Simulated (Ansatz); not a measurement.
**HfH (sextet): the correlation ladder, def2-TZVPP**

One table from this session's results is given with a row withheld; the runs are named, their logs left out.

Program: Ansatz 0.2.0, Gaussian basis. Level of theory: def2-TZVPP, core rule «outside noble gas», up to 4 orbitals frozen. These are calculated values, not measurements.

Plan: UHF; ROHF; CCSD(T) on UHF.

### What is computed

The geometry is a PBE0/def2-TZVP stationary point (not a proven minimum) of the parent state, kept for this charge and spin. No spin-orbit coupling is included. Elements past krypton take def2 core potentials.

2 atoms, charge 0, spin multiplicity 6.

Atoms are counted from 1 here; the program's logs count them from 0.

Bond lengths: Hf1–H2 1.865 Å.

As a file:

```
Hf    0.0000    0.0000    0.0000
H     0.0000    0.0000    1.8648
```

The first run:

Input file in.yaml:

```yaml
crystal:
  periodic: [false, false, false]
  atoms:
    - {symbol: Hf, position_ang: [0.000000, 0.000000, 0.000000]}
    - {symbol: H, position_ang: [0.000000, 0.000000, 1.864769]}
basis:
  gaussian: {orbitals: def2-TZVPP}
magnetization: {spin_polarized: true, initial_magnetization: 5}
hamiltonian: {xc: hf}
output: {orbitals: {seedname: orbitals}}
```

Started as:

```
$ ansatz run in.yaml --threads 1 --pin off --events-out ev --progress --plain --max-ram 4096MiB --backend cpu
```

Steps of the session up to this table: UHF; ROHF; CCSD(T) on UHF.

One of the session's tables, all rows but one given; the rest of the session is left out.

```
  method  from UCCSD(T) (meV)
    ROHF              +1389.5
     UHF              +1261.7
    UMP2                    ?
   UCCSD                +33.9
UCCSD(T)                    0
```

Estimate the missing values for UMP2.

**Answer.** from UCCSD(T) (meV): +314.1. In the column «from UCCSD(T) (meV)» it lies between UCCSD (+33.9) and UHF (+1261.7).
